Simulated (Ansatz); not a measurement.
Molecular dynamics of Li12H

The input (input.yaml):

```yaml
crystal:
  lattice:
    - [-3.078673, -1.777473, 7.456478]
    - [3.078673, -1.777473, 7.456478]
    - [0.0, 3.554945, 7.456478]
  atoms:
    - { symbol: Li, position: [0.8403014, 0.76558482, 0.78199798] }
    - { symbol: Li, position: [0.19803231, 0.29734892, 0.19111321] }
    - { symbol: Li, position: [-0.02191177, -0.05439209, 0.09069068] }
    - { symbol: Li, position: [0.3028147, 0.23826935, 0.81738478] }
    - { symbol: Li, position: [0.68579338, 0.68972229, 0.29851577] }
    - { symbol: Li, position: [0.49372641, 0.58819512, -0.03416472] }
    - { symbol: Li, position: [0.30904217, 0.71660381, 0.30602388] }
    - { symbol: Li, position: [0.72243755, 0.17742521, 0.84912363] }
    - { symbol: Li, position: [0.4955355, -0.00734125, 0.51270553] }
    - { symbol: Li, position: [0.80849652, 0.24700219, 0.23809673] }
    - { symbol: Li, position: [0.22711684, 0.74672876, 0.68279482] }
    - { symbol: Li, position: [-0.01949535, 0.53424292, 0.50366933] }
    - { symbol: H, position: [0.19461346, 0.57078503, 0.67091755] }
basis:
  ecutwfc: 420.0
kpoints:
  mp_grid: { grid: [3, 3, 3] }
hamiltonian:
  xc: lda
scf:
  occupations: { method: fermi_dirac, width: 0.15 }
  lower_state_search: "off"
md:
  timestep: 0.5
  n_steps: 150
  ensemble: nve
  temperature: 1260.0
  initial_velocities: maxwell_boltzmann
  seed: 50830
```

Launched with:

```bash
$ ansatz run input.yaml --threads 1 --pin off --max-ram 3072MiB --backend cpu --events-out ev --progress --plain --runs-dir out
```

It goes on from the last frame of an earlier run, with new velocities.

Output, in part (step lines):

```
md step     0: t =     0.00 fs  T =  1260.0 K  F+E_penalty+E_count = -2435.20098220 eV  E_kin = 1.954411 eV  conserved = -2433.24657102 eV  (7 SCF iters)
md step     1: t =     0.50 fs  T =  1253.2 K  F+E_penalty+E_count = -2435.19046987 eV  E_kin = 1.943884 eV  conserved = -2433.24658623 eV  (6 SCF iters)
md step     2: t =     1.00 fs  T =  1242.9 K  F+E_penalty+E_count = -2435.17448391 eV  E_kin = 1.927903 eV  conserved = -2433.24658098 eV  (6 SCF iters)
md step     3: t =     1.50 fs  T =  1229.3 K  F+E_penalty+E_count = -2435.15328135 eV  E_kin = 1.906730 eV  conserved = -2433.24655130 eV  (6 SCF iters)
md step     4: t =     2.00 fs  T =  1212.7 K  F+E_penalty+E_count = -2435.12749763 eV  E_kin = 1.881003 eV  conserved = -2433.24649489 eV  (6 SCF iters)
md step     5: t =     2.50 fs  T =  1193.8 K  F+E_penalty+E_count = -2435.09817456 eV  E_kin = 1.851763 eV  conserved = -2433.24641188 eV  (3 SCF iters)
md step     6: t =     3.00 fs  T =  1173.6 K  F+E_penalty+E_count = -2435.06674719 eV  E_kin = 1.820441 eV  conserved = -2433.24630665 eV  (3 SCF iters)
md step     7: t =     3.50 fs  T =  1153.2 K  F+E_penalty+E_count = -2435.03497439 eV  E_kin = 1.788787 eV  conserved = -2433.24618760 eV  (3 SCF iters)
[... lines left out ...]
md step   148: t =    74.00 fs  T =   717.7 K  F+E_penalty+E_count = -2434.35943377 eV  E_kin = 1.113271 eV  conserved = -2433.24616310 eV  (2 SCF iters)
md step   149: t =    74.50 fs  T =   708.8 K  F+E_penalty+E_count = -2434.34558837 eV  E_kin = 1.099434 eV  conserved = -2433.24615466 eV  (3 SCF iters)
md step   150: t =    75.00 fs  T =   700.0 K  F+E_penalty+E_count = -2434.33193998 eV  E_kin = 1.085793 eV  conserved = -2433.24614728 eV  (6 SCF iters)
```

The steps, from the saved trajectory:

```csv
time (fs),T (K),potential energy less start (eV),conserved less start (meV/atom)
0.0,1260,0.000,0.00
2.5,1194,0.103,0.01
5.0,1103,0.244,0.05
7.5,1096,0.254,0.03
10.0,1127,0.206,0.00
12.5,1100,0.249,0.02
15.0,1043,0.337,0.03
17.5,982,0.431,0.01
20.0,894,0.568,0.03
22.5,827,0.672,0.05
25.0,824,0.677,0.03
27.5,833,0.662,0.02
30.0,807,0.704,0.01
32.5,733,0.817,0.02
35.0,644,0.957,0.04
37.5,599,1.026,0.05
40.0,620,0.992,0.03
42.5,656,0.937,0.02
45.0,662,0.928,0.02
47.5,652,0.944,0.04
50.0,672,0.913,0.04
52.5,726,0.829,0.03
55.0,771,0.759,0.02
57.5,786,0.736,0.03
60.0,784,0.739,0.03
62.5,785,0.737,0.03
65.0,794,0.723,0.03
67.5,798,0.718,0.03
70.0,781,0.744,0.02
72.5,744,0.800,0.03
75.0,700,0.869,0.03
```

All steps were run. The conserved energy stayed within 0.056 meV per atom of its start (net change 0.033 meV per atom), so the integration is sound. The temperature averaged 0.58 of the 1260 K drawn at the start: a run that starts near a minimum puts about half its kinetic energy into the potential. A run of 0.075 ps of so small a system gives no equilibrium averages. Limits of this set-up: coarse k mesh, odd electron count without spin.

Mean squared displacements from the first frame to the last, about the centre of mass: Li 0.70 Å², H 1.09 Å².

Last frame:

```xyz
13
Lattice="-3.0787 -1.7775 7.4565 3.0787 -1.7775 7.4565 0.0000 3.5549 7.4565" Properties=species:S:1:pos:R:3
Li 0.481 -0.030 17.433
Li -0.496 -0.511 5.633
Li -0.346 0.641 -0.296
Li 0.158 2.048 10.785
Li -0.647 -1.697 12.288
Li 0.418 -2.397 7.053
Li 1.651 -0.957 9.777
Li -1.855 0.577 12.498
Li -1.246 1.016 8.008
Li -1.156 -0.801 9.761
Li 1.420 0.796 12.277
Li 1.317 2.185 8.415
H 1.057 1.082 9.674
```

The run took 9.9 min on 1 thread of Arm Neoverse V2, on a shared host, peak memory 0.52 GiB.
